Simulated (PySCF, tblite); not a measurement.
**C₃H₁₃Ge₂NSi: geometry, infrared bands and NMR shifts**

Wanted: the infrared bands and NMR shifts of C₃H₁₃Ge₂NSi (`C=C[Si@H](NC)[GeH2][GeH3]`), by calculation.

The runs use tblite 0.8.0 and PySCF 2.14.0, with density-fitted response routines of our own; the level of theory stands in each step. All values are computed, except where a source is named. Atoms count from 0, in the outputs and in this text.

**1. Starting geometry**

20 atoms, charge 0, multiplicity 1; geometry from: force field or distance geometry start.

Bonds of the start (Å): C0–C1 1.32, C1–Si2 1.85, Si2–N3 1.78, N3–C4 1.46, Si2–Ge5 2.30, Ge5–Ge6 2.39, C0–H7 1.08, C0–H8 1.09, C1–H9 1.10, Si2–H10 1.48, N3–H11 1.05, C4–H12 1.11, C4–H13 1.12, C4–H14 1.11, Ge5–H15 1.55, Ge5–H16 1.54, Ge6–H17 1.56, Ge6–H18 1.55, Ge6–H19 1.56.

**2. Relaxing the molecule with GFN2-xTB**

What the job is given:

```
{"job": {"kind": "relax", "xc": "GFN2-xTB", "basis": "xTB"}, "charge": 0, "multiplicity": 1}
C     -1.226400     2.653500     0.720700
C     -1.243500     1.351400     0.961600
Si    -0.927900     0.114800    -0.370900
N     -1.013300    -1.535200     0.303600
C     -0.968300    -2.529700    -0.758000
Ge     1.152900     0.498100    -1.280900
Ge     2.796100     0.144100     0.423600
H     -1.048700     3.040100    -0.275600
H     -1.407700     3.358900     1.527500
H     -1.423400     0.988000     1.984100
H     -1.966000     0.276300    -1.417600
H     -1.945600    -1.635300     0.784700
H     -1.055100    -3.545500    -0.321900
H     -1.805500    -2.383600    -1.480600
H     -0.001700    -2.459500    -1.304100
H      1.240600     1.962400    -1.771800
H      1.407400    -0.477400    -2.450100
H      2.690700    -1.326300     0.932400
H      4.210000     0.400300    -0.144800
H      2.530300     1.115100     1.609700
```

Command:

```console
$ OMP_NUM_THREADS=1 python probes_run.py task.json out
```

One launch serves the whole session: the jobs run in the order shown.

**Question.** This job is followed by: GFN2-xTB harmonic vibrations, gas phase; GIAO PBE0/pcSseg-1 NMR shielding, non-relativistic, gas phase. Predict these results of the whole session: strongest single infrared mode (GFN2-xTB); zero-point energy (GFN2-xTB); ¹³C shifts against TMS (PBE0/pcSseg-1); ¹H shifts against TMS (PBE0/pcSseg-1, means over atoms taken as alike); ²⁹Si shifts against TMS (PBE0/pcSseg-1); ¹⁵N shifts against NH3 (PBE0/pcSseg-1); ⁷³Ge shifts against GeMe4 (PBE0/pcSseg-1).

**Answer**, as computed:

| quantity | value |
| --- | --- |
| strongest single infrared mode (GFN2-xTB) | 602 cm⁻¹, 890 km/mol |
| zero-point energy (GFN2-xTB) | 87.2 kcal/mol |
| ¹³C shifts against TMS (PBE0/pcSseg-1) | 142.7, 142.2, 34.7 ppm |
| ¹H shifts against TMS (PBE0/pcSseg-1, means over atoms taken as alike) | 6.65, 6.36, 6.15, 5.81, 3.42, 3.32, 3.25, 2.85, -0.13 ppm |
| ²⁹Si shifts against TMS (PBE0/pcSseg-1) | -13.2 ppm |
| ¹⁵N shifts against NH3 (PBE0/pcSseg-1) | 20.5 ppm |
| ⁷³Ge shifts against GeMe4 (PBE0/pcSseg-1) | -348, -415 ppm |

**Reading.** The optimisation took 168 steps and gained 0.517 eV; among the close pairs (by a distance rule), Si2–N3 changed most, from 1.785 to 1.720 Å. No mode is imaginary among the 54: a minimum at this level. The strongest single mode, at 602 cm⁻¹, moves mainly H15. GFN2-xTB is a fitted tight-binding method: band positions and strengths are rough. Its intensities can rank the bands wrongly. C1 (alkene CH) lies farthest downfield among carbon, at 142.7 ppm; as expected for a trigonal carbon in a double bond. The most deshielded hydrogen is H9 (hydrogen on an alkene CH), at 6.65 ppm: attached to an sp2 carbon and in the plane of the double bond. At PBE0/pcSseg-1: Shielding is most anisotropic at C1 (span 252 ppm, paramagnetic term -219 ppm). Spin-orbit coupling is left out, which matters for shieldings and couplings at and beside the heavy atoms.
